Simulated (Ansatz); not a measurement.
This script makes a test of the smearing width of SrCuO₃, space group Pm-3m with the Python package of Ansatz (0.2.0).

`smear_srcuo3.py`
```python
"""Smearing width test for SrCuO3."""

import ansatz as az
import pandas as pd

cell = (
    az.Lattice.of((3.8384, 0.0, 0.0), (0.0, 3.8384, 0.0), (0.0, 0.0, 3.8384))
    .atom("Sr", (0.5, 0.5, 0.5))
    .atom("Cu", (0.0, 0.0, 0.0))
    .atom("O", (0.5, 0.0, 0.0))
    .atom("O", (0.0, 0.5, 0.0))
    .atom("O", (0.0, 0.0, 0.5))
)

calc = cell.calculation()
calc = calc.functional(az.Functional.PBESOL)
calc = calc.kpoints(7, 7, 7).stress()

rows = []
for value in [0.25, 0.15, 0.1, 0.05, 0.025]:
    rep = calc.occupations("gaussian", width=value).run(threads=1).report
    rows.append((value, rep["free_energy_ev"] / len(rep["lattice"]["sites"]), rep["n_iterations"], sum(rep["stress_gpa"][i][i] for i in range(3)) / 3, rep["n_kpoints"]))

table = pd.DataFrame(rows, columns=["width (eV)", "F/atom (eV)", "iterations", "P (GPa)", "k-points"])
print(table.round(5).to_string(index=False))

# differences from the last row
for row in rows[:-1]:
    shift = 1000 * (row[1] - rows[-1][1])
    print(f"{row[0]}: {shift:+.2f} meV/atom" + ("  (within 2 meV)" if abs(shift) < 2 else ""))
```

From its runs, with one value withheld:

| width (eV) | F less the first row (meV/atom) |
| --- | --- |
| 0.025 | 0.00 |
| 0.05 | -0.96 |
| 0.1 | -3.51 |
| 0.15 | -6.93 |
| 0.25 | ? |

What is the missing value at a width of 0.25 eV?

For this scheme F falls about as the square of the width where the density of states is smooth. A straight line through the rows shown, against the width squared, has slope -310.7 meV/eV² and intercept -0.08 meV, which gives -19.50 meV at 0.25 eV. The run gave -16.01 meV, a miss of 3.49 meV, so the square law fits these rows poorly.

Notes:
- The cell holds an odd number of electrons and is run without spin, so a magnetic state may lie lower.
- For a metal this k-point mesh is coarse: on a finer one energies can move by several to tens of meV an atom and pressures by half a GPa or more, differences at one mesh by less.
- The narrowest width needs the finest mesh, so the last row is no converged reference.
- Pressure is positive in compression.
- Without a Hubbard U or exact exchange, semilocal functionals often make such 3d compounds metallic or too weakly gapped.
- This cell is a computed structure, which may not be the phase found in nature.
